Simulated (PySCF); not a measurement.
# SnN: from the state search to spectroscopic constants

The task here is to estimate one member of a computed series from the others.

Method: Sn x2c-SVPall, N x2c-SVPall, spin-free X2C with a Gaussian nucleus; program: PySCF 2.14.0.

Set-up of the first run:

The job is set up so:

* atoms: Sn, N
* charge: 0
* basis: Sn x2c-SVPall, N x2c-SVPall
* Hamiltonian: spin-free X2C with a Gaussian nucleus
* basis functions: 50
* electrons treated: 57
* masses in u: 119.9022, 14.0031
* levels: PBE0, PBE, r²SCAN, TPSS, PBEsol, TPSSh, HSE06, HF, MP2, SCS-MP2, CCSD, CCSD(T)
* grid: 80 radial by 434 angular points
* occupations: held fixed by the projection of orbital angular momentum
* dissociation limit: Sn + N, each in its ground configuration
* starting distance in angstrom: 2.005
* values of 2S to try: 1, 3, 5

Run with:

```
$ OMP_NUM_THREADS=1 python dia.py task.json out
```

Steps of the session up to this table: Input; PBE0 along the bond; Higher solutions at PBE0; PBE; r²SCAN (meta-GGA); TPSS; PBEsol; TPSSh; HSE06; ROHF; Correlated methods on the Hartree–Fock reference.

One of the session's tables, all rows but one given; the rest of the session is left out.

It belongs to the step «Constants by level of theory». 

```
       level  Re (Å)  ωe (cm⁻¹)  De (eV)
        ROHF   1.916        834    -0.99
    ROHF-MP2   1.991        663     1.91
ROHF-SCS-MP2   1.991        659     1.87
   ROHF-CCSD   1.984        675     1.55
ROHF-CCSD(T)   2.007        631     1.89
         PBE       ?          ?        ?
      PBEsol   1.975        700     3.30
        TPSS   1.986        678     2.89
      r²SCAN   1.979        656     2.43
       TPSSh   1.979        657     2.61
        PBE0   1.971        644     2.41
       HSE06   1.973        646     2.45
```

Estimate the missing values for PBE.

As computed: Re (Å): 1.988; ωe (cm⁻¹): 686; De (eV): 3.15. In the column «Re (Å)» it lies between TPSS (1.986) and ROHF-MP2 (1.991).

De is counted to Sn + N in their ground configurations.
